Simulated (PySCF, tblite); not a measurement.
**C₅H₅FN+: geometry, infrared bands, NMR shifts and spin-spin couplings**

Wanted: the infrared bands, NMR shifts and spin-spin couplings of C₅H₅FN+ (`Fc1cc[nH+]cc1`), by calculation.

Computed with tblite 0.8.0 and PySCF 2.14.0, with density-fitted response routines of our own, on a single molecule in the gas phase. Atoms count from 0, in the outputs and in this text.

## 1. The molecule as given

12 atoms, charge 1, multiplicity 1; geometry from: force field or distance geometry start.

Bonds of the start (Å): F0–C1 1.35, C1–C2 1.37, C2–C3 1.39, C3–N4 1.35, N4–C5 1.34, C5–C6 1.39, C6–C1 1.39, C2–H7 1.09, C3–H8 1.07, N4–H9 1.03, C5–H10 1.09, C6–H11 1.09.

## 2. Optimising the geometry with GFN2-xTB

Job settings and geometry (Å):

```
{"job": {"kind": "relax", "xc": "GFN2-xTB", "basis": "xTB"}, "charge": 1, "multiplicity": 1}
F      2.521000     0.955800    -0.045700
C      1.259000     0.486800    -0.033200
C      0.205400     1.361900    -0.045700
C     -1.089200     0.852900    -0.034600
N     -1.274200    -0.487500     0.027500
C     -0.252500    -1.355900     0.042800
C      1.057900    -0.884200     0.020300
H      0.381100     2.441000    -0.082000
H     -1.974400     1.461700    -0.042300
H     -2.232600    -0.851500     0.040900
H     -0.501300    -2.412200     0.080700
H      1.900800    -1.569600     0.045400
```

The run is started by

```sh
$ OMP_NUM_THREADS=1 python probes_run.py task.json out
```

This one command runs all jobs of the session in turn.

**Question.** This job is followed by: GFN2-xTB harmonic vibrations, gas phase; GIAO PBE0/pcSseg-1 NMR shielding, non-relativistic, gas phase; B3LYP/pcJ-1 indirect spin-spin coupling, non-relativistic, gas phase. Predict these results of the whole session: strongest single infrared mode (GFN2-xTB); zero-point energy (GFN2-xTB); 13C shifts against TMS (PBE0/pcSseg-1, means over atoms taken as alike); 1H shifts against TMS (PBE0/pcSseg-1, means over atoms taken as alike); 19F shifts against CFCl3 (PBE0/pcSseg-1); 15N shifts against NH3 (PBE0/pcSseg-1); largest coupling of the table (B3LYP/pcJ-1).

**Answer**, as computed:

| quantity | value |
| --- | --- |
| strongest single infrared mode (GFN2-xTB) | 1579 cm⁻¹, 225 km/mol |
| zero-point energy (GFN2-xTB) | 56.5 kcal/mol |
| 13C shifts against TMS (PBE0/pcSseg-1, means over atoms taken as alike) | 188.4, 151.0, 127.5 ppm |
| 1H shifts against TMS (PBE0/pcSseg-1, means over atoms taken as alike) | 10.45, 8.92, 8.36 ppm |
| 19F shifts against CFCl3 (PBE0/pcSseg-1) | -45.5 ppm |
| 15N shifts against NH3 (PBE0/pcSseg-1) | 202.1 ppm |
| largest coupling of the table (B3LYP/pcJ-1) | 1J(F,C) F0–C1, -383.1 Hz |

In words: Relaxing lowered the energy by 0.074 eV in 13 steps; the close pair that moved most is F0–C1, from 1.346 to 1.307 Å. All 30 modes are real, so the xTB geometry is a minimum. The strongest single mode, at 1579 cm⁻¹, has its largest shares on C2, C6, C5 and C3 (the list is cut at 4 atoms). GFN2-xTB is a fitted tight-binding method: band positions and strengths are rough. Its intensities can rank the bands wrongly. NICS(1)zz of -25 ppm above the planar ring from C1 marks a diatropic (aromatic) ring current. At PBE0/pcSseg-1, counted by nearest atom on the grid, the HOMO lies on 4 C atoms about 22 % each, the LUMO on C1 27 %; N4 17 %. Of the pairs tabulated at B3LYP/pcJ-1, F0–C1 couples most strongly (-383.1 Hz; Fermi contact -329.7 Hz).
